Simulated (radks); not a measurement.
# Ionisation of Fe: one atom, several choices of exchange strength α

The task here is to estimate one member of a computed series from the others.

The numbers are computed with radks (a radial shooting solver on a logarithmic mesh, Libxc functionals) version 1 (scalar-relativistic Kohn-Sham, spin-polarised, spherical densities, finite nucleus; open shells are filled with parallel spins first), except any that are marked as measured or tabulated.

## What is computed

- element: iron (Z = 26)
- charge: 0
- electrons: 26
- configuration: [Ar] 3d6 4s2
- ion: Fe⁺, [Ar] 3d6 4s1
- choices: α = 0.667; α = 0.705; α = 0.736; α = 0.753; α = 0.826; α = 0.833; α = 0.85; α = 0.998

The outer shells:

Fe
```
[Ar] core
3d [↑↓][↑ ][↑ ][↑ ][↑ ]
4s [↑↓]
```

Fe⁺
```
[Ar] core
3d [↑↓][↑ ][↑ ][↑ ][↑ ]
4s [↑ ]
```

The first run:

The run's settings:

```text
Z 26
configuration [Ar] 3d6 4s2
relativity scalar-relativistic
functional xalpha 0.667
spin polarised
nucleus finite rms 3.7377 fm
c 137.035999084
```

Among the steps run: α = 0.667: Fe.

One of the session's tables, all rows but one given; the rest of the session is left out.

It belongs to the step «α = 0.667: Fe». From the orbitals of this run (lengths in bohr):

```
  level     <r>  outermost maximum (interpolated)  90 % within  nodes
  3s up  0.8118                             0.701         1.22      2
3s down  0.8146                             0.702         1.22      2
  3p up  0.8578                             0.712         1.33      1
3p down  0.8633                             0.714         1.34      1
  3d up   1.118                             0.705         1.96      0
  4s up   2.916                              2.35         4.47      3
4s down   3.209                              2.53         4.98      3
3d down       ?                                 ?            ?      ?
```

**Question.** Estimate the row for 3d down.

The run gave: <r>: 1.242; outermost maximum (interpolated): 0.715; 90 % within: 2.26; nodes: 0. In the column «<r>» it lies between 3d up (1.118) and 4s up (2.916).

Caveats from the session: Open shells are spherical and high-spin; term and fine-structure splittings are not resolved.
